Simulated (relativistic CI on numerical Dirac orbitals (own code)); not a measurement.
# In²⁺: one ion under different settings

How much do the settings matter for In²⁺? One ion, several inputs.

Program: relativistic CI on numerical Dirac orbitals (own code) version 3. Level of theory: Dirac-Coulomb-Breit CI, KLI orbitals optimised for each configuration, model QED (radiative potential, 1s self-energy scaled to tabulated hydrogen-like ionisation energies), numerical settings as typed. These are calculated values, not measurements, unless marked.

### Step 1. Starting point

- ion: In²⁺ (In III)
- nuclear charge: 49
- electrons: 47
- isotope: A = 115

### Step 2. Usual settings

Settings, as recorded:

```ini
atom In  Z=49  charge=2  electrons=47
nucleus A=115  rms_radius_fm=4.6156
hamiltonian dirac-coulomb  breit=on  qed=on  c_scale=1
orbitals kli  potential=per-configuration
slater_scale 1
correlation none
mixing on
grid step=0.0125 r_max=86.5
scf mixing=0.4 start=green max_iterations=150 tolerance=2e-08 node_fill=0.05
configurations
  [Kr] 4d10 5s
  [Kr] 4d10 5p
  [Kr] 4d10 5d
  [Kr] 4d10 6s
  [Kr] 4d9 5s2
end
```

The run is started by

```bash
> python run_levels.py task.json out
```

task.json lists these runs, among others, and the program works through them in turn.

Results of the run (chosen fields of its result record, rounded):

```text
{
  "status": "converged",
  "levels [i, E_cm, J2, conf, term, w_term, w_jj]": [
    [0, 0, 1, "4d10 5s", "2S", 0.9996, 0.9996],
    [1, 53862.513, 1, "4d10 5p", "2P*", 1, 1],
    [2, 57728.314, 3, "4d10 5p", "2P*", 1, 1],
    [3, 117527.89, 5, "4d9 5s2", "2D", 0.5335, 0.5335],
    [4, 117822.17, 1, "4d10 6s", "2S", 0.9996, 0.9996],
    [5, 118570.18, 3, "4d10 5d", "2D", 0.9509, 0.9509],
    [6, 120856.24, 5, "4d10 5d", "2D", 0.5335, 0.5335],
    [7, 126257.27, 3, "4d9 5s2", "2D", 0.9509, 0.9509]
  ],
  "total_energy [Ha]": -5872.7219401,
  "n_levels_all": 8,
  "overlap": 4.24168e-12,
  "scf_iterations": [11, 12, 13, 12, 11],
  "orbital_energies [Ha]": {"1s": -1019.05, "2s": -153.217, "2p1/2": -142.88, "2p3/2": -135.153, "3s": -29.8104, "3p1/2": -25.6487, "3p3/2": -24.2481, "3d3/2": -16.9074, "3d5/2": -16.621, "4s": -5.17605, "4p1/2": -3.82243, "4p3/2": -3.58312, "4d3/2": -1.48936, "4d5/2": -1.45793, "5s": -0.982639},
  "configurations [conf, odd, states, E_av_Ha, breit_Ha, qed_Ha]": [
    ["4d10 5s", 0, 2, -5879.59337, 4.121, 2.75],
    ["4d10 5p", 1, 6, -5879.335734, 4.121, 2.75],
    ["4d10 5d", 0, 10, -5879.049469, 4.121, 2.75],
    ["4d10 6s", 0, 2, -5879.056048, 4.121, 2.75],
    ["4d9 5s2", 0, 10, -5879.040342, 4.122, 2.751]
  ],
  "scf_steps of the first configuration [iteration, E_Ha, residual, outer_eigenvalue_Ha]": [
    [1, -5864.662282, 2.07, -1.612],
    [2, -5878.289952, 0.644, -1.17],
    [3, -5879.504732, 0.146, -1.02],
    [4, -5879.577533, 0.0826, -1.013],
    [5, -5879.592974, 0.0338, -0.9974],
    [6, -5879.593119, 0.00204, -0.9822],
    [7, -5879.593367, 0.000182, -0.9828],
    [8, -5879.593387, 0.000197, -0.9827],
    [9, -5879.593372, 1.5e-05, -0.9827],
    [10, -5879.59337, 3e-06, -0.9826],
    [11, -5879.59337, 1.7e-08, -0.9826]
  ]
}
```

Run time: 0.35 s. Hardware: 1 thread of Neoverse-V1, shared host.

### Step 3. Slater scale 0.6, tolerance 0.0001

The settings differ from step 2 so:

```diff
@@ -4,3 +4,3 @@
 orbitals kli  potential=per-configuration
-slater_scale 1
+slater_scale 0.6
 correlation none
@@ -8,3 +8,3 @@
 grid step=0.0125 r_max=86.5
-scf mixing=0.4 start=green max_iterations=150 tolerance=2e-08 node_fill=0.05
+scf mixing=0.4 start=green max_iterations=150 tolerance=0.0001 node_fill=0.05
 configurations
```

Result record:

```text
{
  "status": "converged",
  "levels [i, E_cm, J2, conf, term, w_term]": [
    [0, 0, 1, "4d10 5s", "2S", 0.9996],
    [1, 53862.604, 1, "4d10 5p", "2P*", 1],
    [2, 57728.356, 3, "4d10 5p", "2P*", 1],
    [3, 117821.71, 1, "4d10 6s", "2S", 0.9996],
    [4, 118211.2, 5, "4d9 5s2", "2D", 0.5458],
    [5, 118805.32, 3, "4d10 5d", "2D", 0.9802],
    [6, 120212.02, 5, "4d10 5d", "2D", 0.5458],
    [7, 125962.68, 3, "4d9 5s2", "2D", 0.9802]
  ],
  "total_energy [Ha]": -5872.7219411,
  "n_levels_all": 8,
  "overlap": 4.2435e-12,
  "scf_iterations": [9, 9, 8, 8, 9],
  "orbital_energies [Ha]": {"1s": -1019.05, "2s": -153.217, "2p1/2": -142.88, "2p3/2": -135.153, "3s": -29.8104, "3p1/2": -25.6488, "3p3/2": -24.2482, "3d3/2": -16.9074, "3d5/2": -16.6211, "4s": -5.17607, "4p1/2": -3.82245, "4p3/2": -3.58314, "4d3/2": -1.48937, "4d5/2": -1.45795, "5s": -0.982646},
  "configurations [conf, odd, states, E_av_Ha, breit_Ha, qed_Ha]": [
    ["4d10 5s", 0, 2, -5879.593372, 4.121, 2.75],
    ["4d10 5p", 1, 6, -5879.335735, 4.121, 2.75],
    ["4d10 5d", 0, 10, -5879.049469, 4.121, 2.75],
    ["4d10 6s", 0, 2, -5879.056051, 4.121, 2.75],
    ["4d9 5s2", 0, 10, -5879.040342, 4.122, 2.751]
  ],
  "scf_steps of the first configuration [iteration, E_Ha, residual, outer_eigenvalue_Ha]": [
    [1, -5864.662282, 2.07, -1.612],
    [2, -5878.289952, 0.644, -1.17],
    [3, -5879.504732, 0.146, -1.02],
    [4, -5879.577533, 0.0826, -1.013],
    [5, -5879.592974, 0.0338, -0.9974],
    [6, -5879.593119, 0.00204, -0.9822],
    [7, -5879.593367, 0.000182, -0.9828],
    [8, -5879.593387, 0.000197, -0.9827],
    [9, -5879.593372, 1.5e-05, -0.9827]
  ]
}
```

Wall time 0.31 s (1 thread of Neoverse-V1, shared host).

### Step 4. End of the grid 129.75, nuclear radius 6.0003

Settings, as recorded:

```ini
atom In  Z=49  charge=2  electrons=47
nucleus A=115  rms_radius_fm=6.0003
hamiltonian dirac-coulomb  breit=on  qed=on  c_scale=1
orbitals kli  potential=per-configuration
slater_scale 1
correlation none
mixing on
grid step=0.0125 r_max=129.75
scf mixing=0.4 start=green max_iterations=150 tolerance=2e-08 node_fill=0.05
configurations
  [Kr] 4d10 5s
  [Kr] 4d10 5p
  [Kr] 4d10 5d
  [Kr] 4d10 6s
  [Kr] 4d9 5s2
end
```

Result record:

```text
{
  "status": "converged",
  "levels [i, E_cm, J2, conf, term, w_term]": [
    [0, 0, 1, "4d10 5s", "2S", 0.9996],
    [1, 53858.663, 1, "4d10 5p", "2P*", 1],
    [2, 57724.412, 3, "4d10 5p", "2P*", 1],
    [3, 117529.12, 5, "4d9 5s2", "2D", 0.5321],
    [4, 117819.32, 1, "4d10 6s", "2S", 0.9996],
    [5, 118566.75, 3, "4d10 5d", "2D", 0.9511],
    [6, 120856.83, 5, "4d10 5d", "2D", 0.5321],
    [7, 126262.56, 3, "4d9 5s2", "2D", 0.9511]
  ],
  "total_energy [Ha]": -5872.6340304,
  "n_levels_all": 8,
  "overlap": 4.24479e-12,
  "scf_iterations": [11, 12, 13, 12, 11],
  "orbital_energies [Ha]": {"1s": -1019.02, "2s": -153.213, "2p1/2": -142.88, "2p3/2": -135.153, "3s": -29.8096, "3p1/2": -25.6488, "3p3/2": -24.2482, "3d3/2": -16.9074, "3d5/2": -16.6211, "4s": -5.1759, "4p1/2": -3.82244, "4p3/2": -3.58313, "4d3/2": -1.48936, "4d5/2": -1.45794, "5s": -0.982621},
  "configurations [conf, odd, states, E_av_Ha, breit_Ha, qed_Ha]": [
    ["4d10 5s", 0, 2, -5879.504139, 4.121, 2.749],
    ["4d10 5p", 1, 6, -5879.246521, 4.121, 2.749],
    ["4d10 5d", 0, 10, -5878.960255, 4.121, 2.749],
    ["4d10 6s", 0, 2, -5878.96683, 4.121, 2.749],
    ["4d9 5s2", 0, 10, -5878.951084, 4.122, 2.75]
  ],
  "scf_steps of the first configuration [iteration, E_Ha, residual, outer_eigenvalue_Ha]": [
    [1, -5864.573454, 2.07, -1.612],
    [2, -5878.200768, 0.644, -1.17],
    [3, -5879.415506, 0.146, -1.02],
    [4, -5879.488303, 0.0826, -1.013],
    [5, -5879.503743, 0.0338, -0.9973],
    [6, -5879.503888, 0.00204, -0.9822],
    [7, -5879.504135, 0.000182, -0.9827],
    [8, -5879.504156, 0.000197, -0.9827],
    [9, -5879.50414, 1.5e-05, -0.9826],
    [10, -5879.504139, 3e-06, -0.9826],
    [11, -5879.504139, 1.7e-08, -0.9826]
  ]
}
```

Run time: 0.35 s. Hardware: 1 thread of Neoverse-V1, shared host.

The changed nuclear radius is not that of the isotope named.

### Step 5. Node fill 0.01, grid step 0.02, tolerance 1e-05

Settings, as recorded:

```ini
atom In  Z=49  charge=2  electrons=47
nucleus A=115  rms_radius_fm=4.6156
hamiltonian dirac-coulomb  breit=on  qed=on  c_scale=1
orbitals kli  potential=per-configuration
slater_scale 1
correlation none
mixing on
grid step=0.02 r_max=86.5
scf mixing=0.4 start=green max_iterations=150 tolerance=1e-05 node_fill=0.01
configurations
  [Kr] 4d10 5s
  [Kr] 4d10 5p
  [Kr] 4d10 5d
  [Kr] 4d10 6s
  [Kr] 4d9 5s2
end
```

Result record:

```text
{
  "status": "converged",
  "levels [i, E_cm, J2, conf, term, w_term]": [
    [0, 0, 1, "4d10 5s", "2S", 0.9994],
    [1, 53913.762, 1, "4d10 5p", "2P*", 1],
    [2, 57743.412, 3, "4d10 5p", "2P*", 1],
    [3, 117572.31, 5, "4d9 5s2", "2D", 0.5296],
    [4, 117849.85, 1, "4d10 6s", "2S", 0.9994],
    [5, 118607.53, 3, "4d10 5d", "2D", 0.9502],
    [6, 120918.17, 5, "4d10 5d", "2D", 0.5296],
    [7, 126281.29, 3, "4d9 5s2", "2D", 0.9502]
  ],
  "total_energy [Ha]": -5872.7192592,
  "n_levels_all": 8,
  "overlap": 1.05697e-10,
  "scf_iterations": [10, 10, 9, 9, 9],
  "orbital_energies [Ha]": {"1s": -1019.35, "2s": -153.35, "2p1/2": -143.028, "2p3/2": -135.295, "3s": -29.8684, "3p1/2": -25.7092, "3p3/2": -24.3069, "3d3/2": -16.9687, "3d5/2": -16.6817, "4s": -5.18625, "4p1/2": -3.83226, "4p3/2": -3.59217, "4d3/2": -1.49668, "4d5/2": -1.46508, "5s": -0.98532},
  "configurations [conf, odd, states, E_av_Ha, breit_Ha, qed_Ha]": [
    ["4d10 5s", 0, 2, -5879.593355, 4.124, 2.751],
    ["4d10 5p", 1, 6, -5879.335684, 4.124, 2.75],
    ["4d10 5d", 0, 10, -5879.049349, 4.123, 2.75],
    ["4d10 6s", 0, 2, -5879.056083, 4.123, 2.75],
    ["4d9 5s2", 0, 10, -5879.040221, 4.125, 2.752]
  ],
  "scf_steps of the first configuration [iteration, E_Ha, residual, outer_eigenvalue_Ha]": [
    [1, -5864.66215, 2.05, -1.612],
    [2, -5878.241327, 0.638, -1.172],
    [3, -5879.505804, 0.144, -1.023],
    [4, -5879.570197, 0.0816, -1.016],
    [5, -5879.590835, 0.0334, -0.9999],
    [6, -5879.593244, 0.00208, -0.9849],
    [7, -5879.593343, 0.000176, -0.9854],
    [8, -5879.593358, 0.000199, -0.9854],
    [9, -5879.593355, 1.49e-05, -0.9853],
    [10, -5879.593355, 3e-06, -0.9853]
  ]
}
```

Run time: 0.21 s. Hardware: 1 thread of Neoverse-V1, shared host.

### Step 6. Start potential bare, end of the grid 60.55

The settings differ from step 5 so:

```diff
@@ -7,4 +7,4 @@
 mixing on
-grid step=0.02 r_max=86.5
-scf mixing=0.4 start=green max_iterations=150 tolerance=1e-05 node_fill=0.01
+grid step=0.0125 r_max=60.55
+scf mixing=0.4 start=bare max_iterations=150 tolerance=2e-08 node_fill=0.05
 configurations
```

Result record:

```text
{
  "status": "converged",
  "levels [i, E_cm, J2, conf, term, w_term]": [
    [0, 0, 1, "4d10 5s", "2S", 0.9996],
    [1, 53862.514, 1, "4d10 5p", "2P*", 1],
    [2, 57728.315, 3, "4d10 5p", "2P*", 1],
    [3, 117527.89, 5, "4d9 5s2", "2D", 0.5335],
    [4, 117822.17, 1, "4d10 6s", "2S", 0.9996],
    [5, 118570.18, 3, "4d10 5d", "2D", 0.9509],
    [6, 120856.24, 5, "4d10 5d", "2D", 0.5335],
    [7, 126257.27, 3, "4d9 5s2", "2D", 0.9509]
  ],
  "total_energy [Ha]": -5872.7219401,
  "n_levels_all": 8,
  "overlap": 4.24276e-12,
  "scf_iterations": [16, 16, 17, 18, 16],
  "orbital_energies [Ha]": {"1s": -1019.05, "2s": -153.217, "2p1/2": -142.88, "2p3/2": -135.153, "3s": -29.8104, "3p1/2": -25.6487, "3p3/2": -24.2481, "3d3/2": -16.9074, "3d5/2": -16.621, "4s": -5.17605, "4p1/2": -3.82243, "4p3/2": -3.58312, "4d3/2": -1.48936, "4d5/2": -1.45793, "5s": -0.982639},
  "configurations [conf, odd, states, E_av_Ha, breit_Ha, qed_Ha]": [
    ["4d10 5s", 0, 2, -5879.59337, 4.121, 2.75],
    ["4d10 5p", 1, 6, -5879.335734, 4.121, 2.75],
    ["4d10 5d", 0, 10, -5879.049469, 4.121, 2.75],
    ["4d10 6s", 0, 2, -5879.056048, 4.121, 2.75],
    ["4d9 5s2", 0, 10, -5879.040342, 4.122, 2.751]
  ],
  "scf_steps of the first configuration [iteration, E_Ha, residual, outer_eigenvalue_Ha]": [
    [1, -5205.372788, 13.3, -49.12],
    [2, -5671.346796, 8.28, -23.46],
    [3, -5781.594624, 7.41, -1.308],
    [4, -5828.318813, 4.74, -1.639],
    [5, -5873.974707, 1.17, -0.2978],
    [6, -5879.28153, 0.296, -0.9879],
    [7, -5879.108808, 0.344, -0.9324],
    [8, -5879.588683, 0.0195, -0.9943],
    [9, -5879.567745, 0.0523, -1.017],
    [10, -5879.592696, 0.00279, -0.9879],
    [11, -5879.593151, 0.0013, -0.9834],
    [12, -5879.593361, 8.7e-05, -0.9827],
    [13, -5879.593369, 2.12e-05, -0.9826],
    [14, -5879.59337, 1.55e-06, -0.9826],
    [15, -5879.59337, 7.95e-07, -0.9826],
    [16, -5879.59337, 6.21e-09, -0.9826]
  ]
}
```

Wall time 0.47 s (1 thread of Neoverse-V1, shared host).

### Step 7. Slater scale 2

Settings, as recorded:

```ini
atom In  Z=49  charge=2  electrons=47
nucleus A=115  rms_radius_fm=4.6156
hamiltonian dirac-coulomb  breit=on  qed=on  c_scale=1
orbitals kli  potential=per-configuration
slater_scale 2
correlation none
mixing on
grid step=0.0125 r_max=86.5
scf mixing=0.4 start=green max_iterations=97 tolerance=2e-08 node_fill=0.05
configurations
  [Kr] 4d10 5s
  [Kr] 4d10 5p
  [Kr] 4d10 5d
  [Kr] 4d10 6s
  [Kr] 4d9 5s2
end
```

Result record:

```text
{
  "status": "converged",
  "levels [i, E_cm, J2, conf, term, w_term]": [
    [0, 0, 1, "4d10 5s", "2S", 0.9996],
    [1, 53862.513, 1, "4d10 5p", "2P*", 1],
    [2, 57728.314, 3, "4d10 5p", "2P*", 1],
    [3, 115817.73, 5, "4d9 5s2", "2D", 0.5242],
    [4, 117633.4, 3, "4d10 5d", "2D", 0.8647],
    [5, 117822.17, 1, "4d10 6s", "2S", 0.9996],
    [6, 122467.84, 5, "4d10 5d", "2D", 0.5242],
    [7, 127341.89, 3, "4d9 5s2", "2D", 0.8647]
  ],
  "total_energy [Ha]": -5872.7219401,
  "n_levels_all": 8,
  "overlap": 4.24168e-12,
  "scf_iterations": [11, 12, 13, 12, 11],
  "orbital_energies [Ha]": {"1s": -1019.05, "2s": -153.217, "2p1/2": -142.88, "2p3/2": -135.153, "3s": -29.8104, "3p1/2": -25.6487, "3p3/2": -24.2481, "3d3/2": -16.9074, "3d5/2": -16.621, "4s": -5.17605, "4p1/2": -3.82243, "4p3/2": -3.58312, "4d3/2": -1.48936, "4d5/2": -1.45793, "5s": -0.982639},
  "configurations [conf, odd, states, E_av_Ha, breit_Ha, qed_Ha]": [
    ["4d10 5s", 0, 2, -5879.59337, 4.121, 2.75],
    ["4d10 5p", 1, 6, -5879.335734, 4.121, 2.75],
    ["4d10 5d", 0, 10, -5879.049469, 4.121, 2.75],
    ["4d10 6s", 0, 2, -5879.056048, 4.121, 2.75],
    ["4d9 5s2", 0, 10, -5879.040342, 4.122, 2.751]
  ],
  "scf_steps of the first configuration [iteration, E_Ha, residual, outer_eigenvalue_Ha]": [
    [1, -5864.662282, 2.07, -1.612],
    [2, -5878.289952, 0.644, -1.17],
    [3, -5879.504732, 0.146, -1.02],
    [4, -5879.577533, 0.0826, -1.013],
    [5, -5879.592974, 0.0338, -0.9974],
    [6, -5879.593119, 0.00204, -0.9822],
    [7, -5879.593367, 0.000182, -0.9828],
    [8, -5879.593387, 0.000197, -0.9827],
    [9, -5879.593372, 1.5e-05, -0.9827],
    [10, -5879.59337, 3e-06, -0.9826],
    [11, -5879.59337, 1.7e-08, -0.9826]
  ]
}
```

Run time: 0.35 s. Hardware: 1 thread of Neoverse-V1, shared host.

A bad setting: its result is shown only for the comparison.

### Step 8. Grid step 0.08

Settings, as recorded:

```ini
atom In  Z=49  charge=2  electrons=47
nucleus A=115  rms_radius_fm=4.6156
hamiltonian dirac-coulomb  breit=on  qed=on  c_scale=1
orbitals kli  potential=per-configuration
slater_scale 1
correlation none
mixing on
grid step=0.08 r_max=86.5
scf mixing=0.4 start=green max_iterations=57 tolerance=2e-08 node_fill=0.05
configurations
  [Kr] 4d10 5s
  [Kr] 4d10 5p
  [Kr] 4d10 5d
  [Kr] 4d10 6s
  [Kr] 4d9 5s2
end
```

Result record:

```text
{
  "status": "converged",
  "levels [i, E_cm, J2, conf, term, w_term]": [
    [0, 0, 1, "4d10 5s", "2S", 0.9996],
    [1, 53861.042, 1, "4d10 5p", "2P*", 1],
    [2, 57726.679, 3, "4d10 5p", "2P*", 1],
    [3, 117528.27, 5, "4d9 5s2", "2D", 0.5332],
    [4, 117821.5, 1, "4d10 6s", "2S", 0.9996],
    [5, 118569.5, 3, "4d10 5d", "2D", 0.9509],
    [6, 120856.49, 5, "4d10 5d", "2D", 0.5332],
    [7, 126256.28, 3, "4d9 5s2", "2D", 0.9509]
  ],
  "total_energy [Ha]": -5872.7208285,
  "n_levels_all": 8,
  "overlap": 2.17645e-06,
  "scf_iterations": [11, 12, 13, 12, 11],
  "orbital_energies [Ha]": {"1s": -1019.05, "2s": -153.217, "2p1/2": -142.88, "2p3/2": -135.153, "3s": -29.8104, "3p1/2": -25.6487, "3p3/2": -24.2482, "3d3/2": -16.9074, "3d5/2": -16.6211, "4s": -5.176, "4p1/2": -3.82239, "4p3/2": -3.58311, "4d3/2": -1.48935, "4d5/2": -1.45794, "5s": -0.982636},
  "configurations [conf, odd, states, E_av_Ha, breit_Ha, qed_Ha]": [
    ["4d10 5s", 0, 2, -5879.592256, 4.121, 2.75],
    ["4d10 5p", 1, 6, -5879.334627, 4.121, 2.75],
    ["4d10 5d", 0, 10, -5879.048357, 4.121, 2.75],
    ["4d10 6s", 0, 2, -5879.054936, 4.121, 2.75],
    ["4d9 5s2", 0, 10, -5879.039225, 4.122, 2.751]
  ],
  "scf_steps of the first configuration [iteration, E_Ha, residual, outer_eigenvalue_Ha]": [
    [1, -5864.659906, 2.07, -1.612],
    [2, -5878.288177, 0.644, -1.17],
    [3, -5879.503334, 0.146, -1.02],
    [4, -5879.576328, 0.0826, -1.013],
    [5, -5879.591812, 0.0338, -0.9974],
    [6, -5879.591999, 0.00204, -0.9822],
    [7, -5879.59225, 0.000182, -0.9828],
    [8, -5879.592272, 0.000197, -0.9827],
    [9, -5879.592257, 1.5e-05, -0.9826],
    [10, -5879.592255, 3e-06, -0.9826],
    [11, -5879.592256, 1.72e-08, -0.9826]
  ]
}
```

It took 0.088 s on 1 thread of Neoverse-V1, shared host.

A bad setting: its result is shown only for the comparison.

### Step 9. The runs side by side

| setting | total energy less usual (Ha) | largest shift of a level among the lowest eight of both runs, same label and place (cm⁻¹) | SCF iterations | time | lowest level | kind of change |
| --- | --- | --- | --- | --- | --- | --- |
| usual | 0 | 0 | 59 | 0.35 s | 5s 2S1/2 | - |
| Slater scale 0.6, tolerance 0.0001 | -9.71e-07 | 683 | 43 | 0.31 s | 5s 2S1/2 | model term |
| end of the grid 129.75, nuclear radius 6.0003 | 0.0879 | 5.29 | 59 | 0.35 s | 5s 2S1/2 | unphysical constant |
| node fill 0.01, grid step 0.02, tolerance 1e-05 | 0.00268 | 61.9 | 47 | 0.21 s | 5s 2S1/2 | numerical |
| start potential bare, end of the grid 60.55 | 0 | 0 | 83 | 0.47 s | 5s 2S1/2 | numerical |
| Slater scale 2 | 0 | 1710 | 59 | 0.35 s | 5s 2S1/2 | unsound |
| grid step 0.08 | 0.00111 | 1.64 | 59 | 0.088 s | 5s 2S1/2 | unsound |

### Step 10. Outcome

```
                    quantity          value
lowest level, usual settings       5s 2S1/2
                total energy  -5872.7219 Ha
            first excitation     53863 cm⁻¹
```

In words: Among the runs whose levels can be followed, they move most under «Slater scale 2» (unsound), by up to 1710 cm⁻¹. No visible change in the result comes from «start potential bare, end of the grid 60.55». Only the listed configurations are in the model. Near neutrality, missing correlation can shift configurations against each other by thousands of cm⁻¹.
